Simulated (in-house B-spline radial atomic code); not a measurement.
**Al⁴⁺: excited configurations**

Wanted: excitation energies of Al⁴⁺ as differences of total energies (ΔSCF).

Method: Dirac-Hartree-Fock, average of configuration, Fermi nucleus, basis-set limit. Code: in-house B-spline radial atomic code version 1.

### Step 1. The system

* element: aluminium (Z = 13)
* charge: +4
* electrons: 9
* configuration: [He] 2s2 2p5
* Hamiltonian: Dirac-Coulomb
* nucleus: Fermi, rms radius 3.061 fm

Outer shells as boxes (Hund's rule):

[He] 2s2 2p5
```
[He] core
2s [↑↓]
2p [↑↓][↑↓][↑ ]
```

The boxes draw the filling by Hund's rule, which heavy ions in jj coupling don't follow; these runs average over all states of the configuration.

Settings, as recorded:

```ini
Z = 13
electrons = 9.0
configuration = [He] 2s2 2p5
hamiltonian = dirac
method = hf
spin_polarised = False
nucleus = fermi
rms_radius = 3.061
mass_number = 27
atomic_mass = 26.981538408
speed_of_light = 137.035999084
```

From the earlier run of the reference: total energy -236.094479 hartree. Levels, eight at most:

| orbital | occupation | energy (eV) | <r> (bohr) |
| --- | --- | --- | --- |
| 1s1/2 | 2 | -1674.40 | 0.1198 |
| 2s1/2 | 2 | -199.90 | 0.6001 |
| 2p1/2 | 1.66667 | -157.81 | 0.5635 |
| 2p3/2 | 3.33333 | -157.31 | 0.5652 |

### Step 2. Run with [He] 2s1 2p5 3p1

Settings, as recorded:

```ini
Z = 13
electrons = 9.0
configuration = [He] 2s1 2p5 3p1
hamiltonian = dirac
method = hf
spin_polarised = False
nucleus = fermi
rms_radius = 3.061
mass_number = 27
atomic_mass = 26.981538408
speed_of_light = 137.035999084
```

### Step 3. Configuration [He] 2s1 2p5 3d1

The settings differ from step 2 so:

```diff
@@ -2,3 +2,3 @@
 electrons = 9.0
-configuration = [He] 2s1 2p5 3p1
+configuration = [He] 2s1 2p5 3d1
 hamiltonian = dirac
```

### Step 4. Run with [He] 2s1 2p5 5d1

The settings differ from step 3 so:

```diff
@@ -2,3 +2,3 @@
 electrons = 9.0
-configuration = [He] 2s1 2p5 3d1
+configuration = [He] 2s1 2p5 5d1
 hamiltonian = dirac
```

### Step 5. [He] 2s1 2p5 4d1

The settings differ from step 4 so:

```diff
@@ -2,3 +2,3 @@
 electrons = 9.0
-configuration = [He] 2s1 2p5 5d1
+configuration = [He] 2s1 2p5 4d1
 hamiltonian = dirac
```

### Step 6. Run with [He] 2s1 2p5 4f1

The settings differ from step 5 so:

```diff
@@ -2,3 +2,3 @@
 electrons = 9.0
-configuration = [He] 2s1 2p5 4d1
+configuration = [He] 2s1 2p5 4f1
 hamiltonian = dirac
```

### Step 7. Configuration [He] 2s1 2p5 6g1

The settings differ from step 6 so:

```diff
@@ -2,3 +2,3 @@
 electrons = 9.0
-configuration = [He] 2s1 2p5 4f1
+configuration = [He] 2s1 2p5 6g1
 hamiltonian = dirac
```

### Step 8. Run with [He] 2s1 2p5 4s1

The settings differ from step 7 so:

```diff
@@ -2,3 +2,3 @@
 electrons = 9.0
-configuration = [He] 2s1 2p5 6g1
+configuration = [He] 2s1 2p5 4s1
 hamiltonian = dirac
```

### Step 9. [He] 2s2 2p4 6f1

The settings differ from step 8 so:

```diff
@@ -2,3 +2,3 @@
 electrons = 9.0
-configuration = [He] 2s1 2p5 4s1
+configuration = [He] 2s2 2p4 6f1
 hamiltonian = dirac
```

How far above the reference does each configuration lie (order and size, in eV)?

As calculated:

| net move | configuration | energy above the reference (eV) | with Breit, QED, recoil (eV) | largest <r> (bohr) |
| --- | --- | --- | --- | --- |
| 2p → 6f | [He] 2s2 2p4 6f1 | 145.41 | 145.38 | 9.58 |
| 2s → 3p | [He] 2s1 2p5 3p1 | 147.27 | 147.22 | 1.87 |
| 2s → 3d | [He] 2s1 2p5 3d1 | 158.27 | 158.21 | 1.94 |
| 2s → 4s | [He] 2s1 2p5 4s1 | 168.49 | 168.43 | 3.50 |
| 2s → 4d | [He] 2s1 2p5 4d1 | 175.70 | 175.63 | 3.99 |
| 2s → 4f | [He] 2s1 2p5 4f1 | 176.53 | 176.46 | 3.59 |
| 2s → 5d | [He] 2s1 2p5 5d1 | 183.75 | 183.68 | 6.64 |
| 2s → 6g | [He] 2s1 2p5 6g1 | 188.36 | 188.30 | 8.80 |

Quantum defects of the promoted electron, δ = n − ζ/√(−2ε) with ζ = 5 and ε its orbital energy in hartree:

| promotion | δ |
| --- | --- |
| 2p → 6f | 0.004 |
| 2s → 3p | 0.406 |
| 2s → 3d | 0.068 |
| 2s → 4s | 0.669 |
| 2s → 4d | 0.079 |
| 2s → 4f | 0.002 |
| 2s → 5d | 0.083 |
| 2s → 6g | 0.000 |

At the bottom stands 2p → 6f (145.41 eV), at the top 2s → 6g (188.36 eV). Koopmans' estimate of the ionisation threshold is 157.31 eV; 5 configurations exceed it by over 2 % and could autoionise. Of those tabulated, the defect is largest for 4s (0.67) and least for 6g (0.00): low angular momentum penetrates the core, high angular momentum stays outside it. Two partly filled shells share a symmetry and can mix in the average, which may lower the energy, for: 2s → 3p; 2s → 4s. These are averages over configurations, without correlation, not spectroscopic levels.
